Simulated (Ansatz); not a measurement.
Geometry optimisation, Ansatz 0.2.0, DFT PBEsol, scalar-relativistic, plane waves, PAW.

The input (input.yaml):

```yaml
crystal:
  lattice:
    - [0.0, 5.43, 5.43]
    - [5.43, 0.0, 5.43]
    - [5.43, 5.43, 0.0]
  atoms:
    - { symbol: Si, position: [0.0, 0.0, 0.0] }
    - { symbol: Si, position: [0.125, 0.125, 0.125] }
    - { symbol: Si, position: [0.0, 0.0, 0.5] }
    - { symbol: Si, position: [0.125, 0.125, 0.625] }
    - { symbol: Si, position: [0.0, 0.5, 0.0] }
    - { symbol: Si, position: [0.125, 0.625, 0.125] }
    - { symbol: Si, position: [0.0, 0.5, 0.5] }
    - { symbol: Si, position: [0.125, 0.625, 0.625] }
    - { symbol: Si, position: [0.5, 0.0, 0.0] }
    - { symbol: Si, position: [0.625, 0.125, 0.125] }
    - { symbol: Si, position: [0.5, 0.0, 0.5] }
    - { symbol: Si, position: [0.625, 0.125, 0.625] }
    - { symbol: Si, position: [0.5, 0.5, 0.0] }
    - { symbol: Si, position: [0.625, 0.625, 0.125] }
    - { symbol: Si, position: [0.5, 0.5, 0.5] }
    - { symbol: Si, position: [0.625, 0.625, 0.625] }
    - { symbol: "N", position: [0.81505815, 0.8134201, 0.30683289], spin: 1.0 }
magnetization:
  spin_polarized: true
basis:
  ecutwfc: 420.0
kpoints:
  mp_grid: { grid: [2, 2, 2] }
hamiltonian:
  xc: pbesol
  pseudopotentials: { kind: paw, azcp: { folder: soft_1 } }
scf:
  occupations: { method: gaussian, width: 0.02 }
  lower_state_search: "off"
relax:
  f_tol: 0.03
  max_steps: 60
  adjacent_minimum: "off"
```

Launched with:

```bash
$ ansatz run input.yaml --threads 2 --pin off --max-ram 5120MiB --backend cpu --events-out ev --progress --plain --runs-dir out
```

Where does it end, and by what steps?

The run converged. Limits of this set-up: coarse k mesh, PAW files made for another functional, a small cell, in which the defect meets its images, a typed lattice constant that wasn't relaxed here. After 17 steps the energy has fallen by 1.482 eV; N17 moved furthest, 1.09 Å. Parted: Si1–Si10 (2.35 → 3.01 Å).

```json
{"step": "0", "energy less start (eV)": "0.0000", "largest force component (eV/Å)": "0.474", "accepted": "yes"}
{"step": "1", "energy less start (eV)": "-0.0867", "largest force component (eV/Å)": "0.268", "accepted": "yes"}
{"step": "2", "energy less start (eV)": "-0.1196", "largest force component (eV/Å)": "0.338", "accepted": "yes"}
{"step": "3", "energy less start (eV)": "-0.1995", "largest force component (eV/Å)": "0.707", "accepted": "yes"}
{"step": "4", "energy less start (eV)": "-0.3642", "largest force component (eV/Å)": "1.140", "accepted": "yes"}
{"step": "5", "energy less start (eV)": "-0.6269", "largest force component (eV/Å)": "2.026", "accepted": "yes"}
{"step": "6", "energy less start (eV)": "-0.9457", "largest force component (eV/Å)": "2.402", "accepted": "yes"}
{"step": "7", "energy less start (eV)": "-1.2312", "largest force component (eV/Å)": "0.880", "accepted": "yes"}
{"step": "8", "energy less start (eV)": "-1.3442", "largest force component (eV/Å)": "0.400", "accepted": "yes"}
{"step": "9", "energy less start (eV)": "-1.3562", "largest force component (eV/Å)": "0.587", "accepted": "yes"}
{"step": "10", "energy less start (eV)": "-1.3925", "largest force component (eV/Å)": "0.554", "accepted": "yes"}
{"step": "11", "energy less start (eV)": "-1.3937", "largest force component (eV/Å)": "1.031", "accepted": "yes"}
{"step": "12", "energy less start (eV)": "-1.4518", "largest force component (eV/Å)": "0.259", "accepted": "yes"}
{"step": "13", "energy less start (eV)": "-1.4701", "largest force component (eV/Å)": "0.133", "accepted": "yes"}
{"step": "14", "energy less start (eV)": "-1.4784", "largest force component (eV/Å)": "0.096", "accepted": "yes"}
{"step": "15", "energy less start (eV)": "-1.4809", "largest force component (eV/Å)": "0.050", "accepted": "yes"}
{"step": "16", "energy less start (eV)": "-1.4816", "largest force component (eV/Å)": "0.036", "accepted": "yes"}
{"step": "17", "energy less start (eV)": "-1.4818", "largest force component (eV/Å)": "0.026", "accepted": "yes"}
```

```xyz
17
Lattice="0.0000 5.4300 5.4300 5.4300 0.0000 5.4300 5.4300 5.4300 0.0000" Properties=species:S:1:pos:R:3
Si -0.292 0.252 0.565
Si 1.383 1.427 1.639
Si 2.577 2.547 -0.069
Si 3.996 3.846 1.272
Si 2.821 -0.064 2.724
Si 4.338 1.279 3.895
Si 5.565 2.721 2.540
Si 6.802 4.049 4.020
Si -0.065 2.845 2.754
Si 1.327 4.325 3.849
Si 2.820 5.469 2.461
Si 4.052 6.763 3.993
Si 2.786 2.825 5.145
Si 4.084 4.076 6.650
Si 5.466 5.460 5.336
Si 6.920 6.860 6.541
N 5.803 5.713 9.827
```

Whether the end is a true minimum wasn't checked by a vibrational analysis.

The run took 2.7 min on 2 threads of Arm Neoverse V1, with other jobs on the host, peak memory 0.69 GiB.
